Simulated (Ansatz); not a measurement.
C₃H₆AlFSi, SMILES FC[C]1=[C]([SiH3])[AlH]1, a geometry optimisation

Computed with Ansatz 0.2.0 through its Python package.

Input file `c3h6alfsi.xyz`:
```text
12

F     0.49680    1.51040    2.05790
C    -0.45300    0.50200    2.04210
C    -0.66540    0.01330    0.63600
C     0.02390   -0.19380   -0.65050
Si    1.43850   -0.06710   -1.73970
Al   -1.75420   -0.80430   -0.51510
H    -0.03120   -0.31500    2.68070
H    -1.38500    0.86770    2.43910
H     2.21560    1.14120   -1.28130
H     1.01550    0.07690   -3.10000
H     2.25510   -1.26460   -1.55050
H    -3.07950   -1.52170   -0.98470
```

Run as a notebook:

In [1]:
```python
import ansatz
import numpy as np
import pandas as pd
```

In [2]:
```python
BASIS_SET = "6-31G*"
XC = "b3lyp"

system = ansatz.Crystal.molecule_from_extxyz("c3h6alfsi.xyz")
```

In [3]:
```python
job = (
    system.calculation()
    .basis(gaussian=BASIS_SET)  # the orbital basis, by name
    .functional(XC)
    .scf(lower_state_search="standard")
)
symbols = [site.symbol for site in system.cartesian_sites]
start = np.array([site.position_ang for site in system.cartesian_sites], dtype=float)
def progress(event):
    if event["event"] == "relax_step":
        row = event["data"]
        print(f"step {row['step']:3d}  E = {row['lagrangian_ev']:.6f} eV  largest force component {row['allowed_force_max_ev_ang']:.4f} eV/A")
```

In [4]:
```python
data = job.relax(force_tolerance=0.01).session().plan().execute(on_event=progress).report
end = np.array(data["positions_ang"])
```
```text
step   1  E = -20397.058766 eV  largest force component 3.3742 eV/A
step   2  E = -20397.716105 eV  largest force component 1.2580 eV/A
step   3  E = -20397.849973 eV  largest force component 0.6328 eV/A
step   4  E = -20397.900051 eV  largest force component 0.4442 eV/A
step   5  E = -20397.928657 eV  largest force component 0.6266 eV/A
step   6  E = -20397.949117 eV  largest force component 0.2157 eV/A
step   7  E = -20397.967110 eV  largest force component 0.1536 eV/A
step   8  E = -20397.974347 eV  largest force component 0.1245 eV/A
step   9  E = -20397.978346 eV  largest force component 0.1091 eV/A
step  10  E = -20397.982092 eV  largest force component 0.0697 eV/A
step  11  E = -20397.984529 eV  largest force component 0.0906 eV/A
step  12  E = -20397.985941 eV  largest force component 0.0745 eV/A
step  13  E = -20397.987124 eV  largest force component 0.0275 eV/A
step  14  E = -20397.987236 eV  largest force component 0.0237 eV/A
step  15  E = -20397.987339 eV  largest force component 0.0098 eV/A
```

In [5]:
```python
print(f"E = {data['free_energy_ev']:.6f} eV = {data['free_energy_ev'] / 27.211386246:.7f} Ha")
print("converged:", data["converged"], " doubts:", data["published_state_doubts"] or "none")
```
```text
E = -20397.987628 eV = -749.6122191 Ha
converged: True  doubts: none
```

In [6]:
```python
print("final positions (A) and the move of each atom")
for symbol, xyz, old in zip(symbols, end, start):
    print(f"{symbol:2s} {xyz[0]:10.5f} {xyz[1]:10.5f} {xyz[2]:10.5f}   {np.linalg.norm(xyz - old):7.4f}")
```
```text
final positions (A) and the move of each atom
F     1.12150    0.78621    1.57151    1.0730
C    -0.18947    0.35377    1.80141    0.3865
C    -0.83454   -0.17927    0.57504    0.2635
C    -0.32315   -0.29599   -0.70298    0.3656
Si    1.34594    0.15013   -1.42375    0.3944
Al   -2.08752   -0.92336   -0.59470    0.3628
H    -0.15750   -0.41778    2.58220    0.1903
H    -0.76081    1.20512    2.19457    0.7505
H     1.62718    1.60722   -1.30717    0.7511
H     1.35842   -0.19504   -2.87329    0.4929
H     2.44784   -0.61066   -0.77354    1.0337
H    -3.47078   -1.53535   -1.01528    0.3927
```

In [7]:
```python
charges = data["charge_distribution"]
table = pd.DataFrame({"atom": symbols, "mulliken": charges["mulliken_charges_e"], "lowdin": charges["lowdin_charges_e"]})
print(table.round(3).to_string())
print("dipole (e A):", np.round(charges["dipole_moment_e_ang"], 4) + 0.0)
```
```text
   atom  mulliken  lowdin
0     F    -0.298  -0.048
1     C    -0.021  -0.099
2     C    -0.022  -0.122
3     C    -0.216  -0.188
4    Si     0.301   0.302
5    Al     0.222   0.178
6     H     0.155   0.121
7     H     0.155   0.121
8     H    -0.072  -0.069
9     H    -0.086  -0.080
10    H    -0.072  -0.069
11    H    -0.045  -0.047
dipole (e A): [-0.5588 -0.1734  0.1401]
```

What to keep in mind:
- The settings weren't tested for convergence.
- The end point is the stationary point reached from this start; no frequency run checks that it is a minimum, and the basis set is modest.
- The Löwdin charges here are taken after orthogonalising the functions within each atom; they differ from plain Löwdin charges, and their signs can be unphysical.
- b3lyp holds the VWN-RPA fit, as in Gaussian; the form of ORCA and Turbomole is b3lyp5.
- Run time: 120 s on 1 thread of Arm Neoverse V1 (shared host), peak memory 0.37 GiB.
